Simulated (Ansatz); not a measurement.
Write a Python script for Ansatz 0.2.0, Python API that makes an active-space calculation of BrClGeH2, SMILES [Cl][GeH2][Br]. Use: Hartree-Fock, def2-SVP basis, multiplicity 1.

```xyz
5

Cl   -1.7175    0.4061    1.0602
Ge   -0.0229    0.0303   -0.1621
Br    1.6066   -0.9100    1.1574
H    -0.3248   -0.9452   -1.2964
H     0.5084    1.3452   -0.8005
```

`run_cas.py`
```python
# -*- coding: utf-8 -*-
from dataclasses import dataclass
import warnings

import ansatz


@dataclass(frozen=True)
class Options:
    basis_set: str = "def2-SVP"


cfg = Options()

GEOMETRY = """
Cl   -1.71750    0.40610    1.06020
Ge   -0.02290    0.03030   -0.16210
Br    1.60660   -0.91000    1.15740
H    -0.32480   -0.94520   -1.29640
H     0.50840    1.34520   -0.80050
"""

warnings.simplefilter("ignore", ansatz.DeckWarning)

geometry = ansatz.Crystal.molecule()
for line in GEOMETRY.strip().splitlines():
    symbol, *xyz = line.split()
    geometry = geometry.atom(symbol, [float(v) for v in xyz])

base = geometry.calculation()
base = base.basis(gaussian=cfg.basis_set)
base = base.correlation(active_electrons=6, active_orbitals=6)
for method in [None]:
    r = (base if method is None else base.correlation(method)).run(threads=1, backend="cpu").report
    space = r["configurations"]
    state = space["states"][0]
    print(method or "casscf", f"total {r['free_energy_ev'] / 27.211386246:.6f} Ha, active-space state {state['energy']['hartree']:.6f} Ha, mean field {r['reference_energy_ev'] / 27.211386246:.6f} Ha")
    print("  determinants", state["n_determinants"], " natural occupations", [round(n, 3) for n in space["natural_occupations"]])
```

```console
$ python run_cas.py
casscf total -5107.851345 Ha, active-space state -5107.851345 Ha, mean field -5107.807080 Ha
  determinants 400  natural occupations [1.987, 1.987, 1.972, 0.024, 0.015, 0.015]
```

Caveats:
- Total energies depend on the basis set; only differences at equal settings carry meaning.
- The geometry is a force-field or estimated start, not a minimum of this method, and the basis set is short of its limit. The active space starts as a window about the frontier orbitals and is then optimised, not chosen by chemistry.
- It ran for 19 s on 1 thread of Arm Neoverse V1 (shared host), peak memory 0.33 GiB.
